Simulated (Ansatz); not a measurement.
# Al3Ga3As5P: the cost of one run

All numbers below are computed with Ansatz 0.2.0 (DFT PBE, scalar-relativistic, plane waves, PAW).

### 1 Starting point

The cell holds 24 atoms (Al6As10Ga6P2): a = 7.789 Å, b = 7.789 Å, c = 9.540 Å, α = 90.00°, β = 90.00°, γ = 120.00°.

The sites of an ideal zinc blende lattice, at a guessed lattice constant, take 6 Ga, 6 Al; 2 P, 10 As (sublattices apart by semicolons), with a shake of 0.02 Å. Warren-Cowley parameters of the first shell (negative: unlike neighbours preferred): Al-Ga -0.22. In a cell this small the draw can fall short of the order aimed at.

Its coordinates follow in the input file.

### 2 Relaxation without symmetry, coarse mesh

Cell and atoms move without symmetry, on a coarse mesh with loose thresholds.

input.yaml reads:

```yaml
crystal:
  lattice:
    - [-5.50792156, -5.50792156, 0.0]
    - [0.0, 5.50792156, 5.50792156]
    - [-5.50792156, 5.50792156, -5.50792156]
  atoms:
    - { symbol: Al, position: [0.5000634567, 0.0042095044, 0.9985970781] }
    - { symbol: Al, position: [0.3297927862, 0.1659351372, 0.6645963471] }
    - { symbol: Al, position: [0.0007320287, 0.5019823706, 0.0043092776] }
    - { symbol: Al, position: [0.8341069098, 0.6625467148, 0.6639472477] }
    - { symbol: Al, position: [0.6673955064, 0.8316815282, 0.3346855557] }
    - { symbol: Al, position: [0.169964691, 0.8290078348, 0.336116889] }
    - { symbol: P, position: [0.8379391189, 0.670273421, 0.9140976553] }
    - { symbol: P, position: [0.9950971673, 0.9952094212, 0.2514675534] }
    - { symbol: Ga, position: [0.9999631419, 0.9968891405, 0.9982505517] }
    - { symbol: Ga, position: [0.8304461237, 0.1652342985, 0.6621915748] }
    - { symbol: Ga, position: [0.6630403043, 0.3295795979, 0.3343251103] }
    - { symbol: Ga, position: [0.1635999419, 0.3277915856, 0.3298164166] }
    - { symbol: Ga, position: [0.5006648318, 0.5053950499, 0.0024475645] }
    - { symbol: Ga, position: [0.3370786972, 0.6697063532, 0.6663226635] }
    - { symbol: As, position: [0.3329940451, 0.1680220743, 0.9202544282] }
    - { symbol: As, position: [0.834304331, 0.1654037903, 0.9223387174] }
    - { symbol: As, position: [0.6701576926, 0.3403667893, 0.5835626152] }
    - { symbol: As, position: [0.165305097, 0.3319399814, 0.58692996] }
    - { symbol: As, position: [0.504873358, 0.5053588937, 0.2511834908] }
    - { symbol: As, position: [0.0022238309, 0.5065381273, 0.2495797733] }
    - { symbol: As, position: [0.3350454572, 0.667617806, 0.9167480818] }
    - { symbol: As, position: [0.6623576965, 0.833065159, 0.5851382961] }
    - { symbol: As, position: [0.1623850139, 0.8295149007, 0.5800080674] }
    - { symbol: As, position: [0.5003383528, 0.9973842113, 0.2467378827] }
  symmetry: { detect: false }
basis:
  ecutwfc: 420
kpoints:
  mp_grid: { grid: [2, 2, 2], shift: [0.5, 0.5, 0.5] }
hamiltonian:
  xc: pbe
scf:
  occupations: { method: gaussian, width: 0.1 }
  lower_state_search: "off"
output:
  forces: true
  stress: true
  eigenvalues: true
relax:
  adjacent_minimum: "off"
  f_tol: 0.04
  max_steps: 50
  cell: { stress_tol: 0.3 }
```

Started as:

```console
> ansatz run input.yaml --threads 4 --pin off --max-ram 9216MiB --backend cpu --events-out ev --progress --plain --runs-dir out
```

Q: Estimate wall time and peak memory on 4 threads of Intel Xeon at 2.70GHz, shared host.

About 74 s, with a peak of 1.9 GiB.
